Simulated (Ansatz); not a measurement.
# C9H7N: the cost of one run

Method: the levels named in each step, in Ansatz 0.2.0.

### 1 The starting structure

Bond lengths (14 of 18 bonds, heavy atoms first): C1–C2 1.405 Å, C2–C3 1.367 Å, C3–C4 1.410 Å, C4–N5 1.349 Å, N5–C6 1.302 Å, C6–C7 1.407 Å, C7–C8 1.368 Å, C4–C9 1.422 Å, C8–C9 1.410 Å, C1–C10 1.367 Å, C9–C10 1.409 Å, C1–H11 1.080 Å, C2–H12 1.080 Å, C3–H13 1.079 Å. Angles (14 of 28 angles, heavy atoms first): C1–C2–C3 120.6°, C2–C1–C10 120.5°, C2–C3–C4 120.3°, C3–C4–N5 118.8°, C3–C4–C9 119.1°, N5–C4–C9 122.1°, C4–N5–C6 118.6°, N5–C6–C7 124.1°, C6–C7–C8 118.5°, C7–C8–C9 119.2°, C4–C9–C8 117.5°, C4–C9–C10 119.1°, C8–C9–C10 123.4°, C1–C10–C9 120.4°.

Coordinates:

```xyz
17

C     2.1420    1.2644   -0.3009
C     2.4736    0.0251    0.2711
C     1.5016   -0.8918    0.5585
C     0.1488   -0.6048    0.2808
N    -0.7847   -1.5345    0.5693
C    -2.0318   -1.2672    0.3066
C    -2.4759   -0.0592   -0.2626
C    -1.5494    0.9012   -0.5627
C    -0.1871    0.6509   -0.2969
C     0.8397    1.5739   -0.5775
H     2.9277    1.9722   -0.5206
H     3.5099   -0.1962    0.4814
H     1.7337   -1.8491    0.9982
H    -2.7426   -2.0461    0.5540
H    -3.5273    0.0922   -0.4530
H    -1.8386    1.8473   -1.0006
H     0.5764    2.5264   -1.0160
```

### 2 A rough first relaxation, PBE-D4/def2-SVP

File input.yaml:

```yaml
crystal:
  periodic: [false, false, false]
  atoms:
    - { symbol: C, position_ang: [2.14196, 1.26442, -0.30089] }
    - { symbol: C, position_ang: [2.4736, 0.02507, 0.27105] }
    - { symbol: C, position_ang: [1.5016, -0.89179, 0.55855] }
    - { symbol: C, position_ang: [0.14884, -0.60484, 0.28076] }
    - { symbol: "N", position_ang: [-0.78471, -1.53448, 0.5693] }
    - { symbol: C, position_ang: [-2.03182, -1.26723, 0.30662] }
    - { symbol: C, position_ang: [-2.4759, -0.05917, -0.26264] }
    - { symbol: C, position_ang: [-1.5494, 0.90124, -0.56273] }
    - { symbol: C, position_ang: [-0.18713, 0.65091, -0.29686] }
    - { symbol: C, position_ang: [0.83973, 1.57394, -0.57749] }
    - { symbol: H, position_ang: [2.92773, 1.9722, -0.52062] }
    - { symbol: H, position_ang: [3.50988, -0.19619, 0.48137] }
    - { symbol: H, position_ang: [1.73369, -1.84907, 0.99819] }
    - { symbol: H, position_ang: [-2.74263, -2.04614, 0.55397] }
    - { symbol: H, position_ang: [-3.52733, 0.09219, -0.453] }
    - { symbol: H, position_ang: [-1.8386, 1.84725, -1.0006] }
    - { symbol: H, position_ang: [0.5764, 2.52643, -1.01597] }
basis:
  gaussian: { orbitals: def2-SVP }
hamiltonian:
  xc: pbe
  dispersion: d4
relax:
  f_tol: 0.03
  max_steps: 200
```

Started as:

```
$ ansatz run input.yaml --threads 4 --pin off --max-ram 10240MiB --backend cpu --events-out ev --progress --plain --runs-dir out
```

What time and memory should one allow on 4 threads of Intel Xeon at 2.50GHz (Skylake/Cascade Lake), shared host?

About 28 s, with a peak of 0.28 GiB.
